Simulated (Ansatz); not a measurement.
## Al, space group Im-3m: a comparison of functionals at one structure, step by step

Computed with Ansatz 0.2.0 through its Python package.

Run as a notebook:

In [1]:
```python
import ansatz as az
from tabulate import tabulate
```

In [2]:
```python
cell = (
    az.Lattice.of((-1.59121869, 1.59121869, 1.59121869), (1.59121869, -1.59121869, 1.59121869), (1.59121869, 1.59121869, -1.59121869))
    .atom("Al", (0.0, 0.0, 0.0))
)
```

In [3]:
```python
[site.symbol for site in cell.resolved().sites]
```
Out [3]:
```text
['Al']
```

In [4]:
```python
calc = (
    cell.calculation()
    .pseudopotentials("nc")
    .accuracy("medium")
    .kpoints(length=27)
    .occupations("fermi_dirac", width=0.2)
    .scf(extra_bands=2)
)
```

In [5]:
```python
rows = []
for value in ["lda", "blyp", "pbesol"]:
    rep = calc.functional(value).run(threads=1).report
    rows.append((value, rep["free_energy_ev"] / len(rep["lattice"]["sites"]), rep["n_iterations"], rep["n_kpoints"]))

print(tabulate(rows, headers=["functional", "F/atom (eV)", "iterations", "k-points"], floatfmt=".4f", tablefmt="simple"))
```
```text
DeckWarning: basis.ecutwfc = 598.650497 eV, auto-derived from the records' recommended cutoffs: set by Al (normal level)
DeckWarning: basis.ecutwfc = 544.227725 eV, auto-derived from the records' recommended cutoffs: set by Al (normal level)
functional      F/atom (eV)    iterations    k-points
------------  -------------  ------------  ----------
lda                -64.2281             5          72
blyp              -166.1852             5          72
pbesol             -63.0558             5          72
```

Notes:
- Such functionals run on norm-conserving files made under PBE, which can move pressures by some GPa.
- BLYP can be off by several per cent in the lattices of metals, and by several GPa in the pressure at a fixed cell.
- The mesh is modest for a metal, so energies can be off by several to tens of meV an atom and pressures by half a GPa or more; differences at equal mesh fare better.
- A Fermi-Dirac width this large means warm electrons, whose thermal share enters the free energy.
- This isn't the structure that Al takes at ambient conditions.
- Warnings are shown shortened and without file and line.
- Total energies of different functionals can't be compared; pressures, moments and gaps at this one structure can.
- Finished in 3.1 s on 1 thread of Arm Neoverse V1, with other jobs on the host, peak memory 0.28 GiB.

(Lines on the test bed's own set-up are left out of the output.)
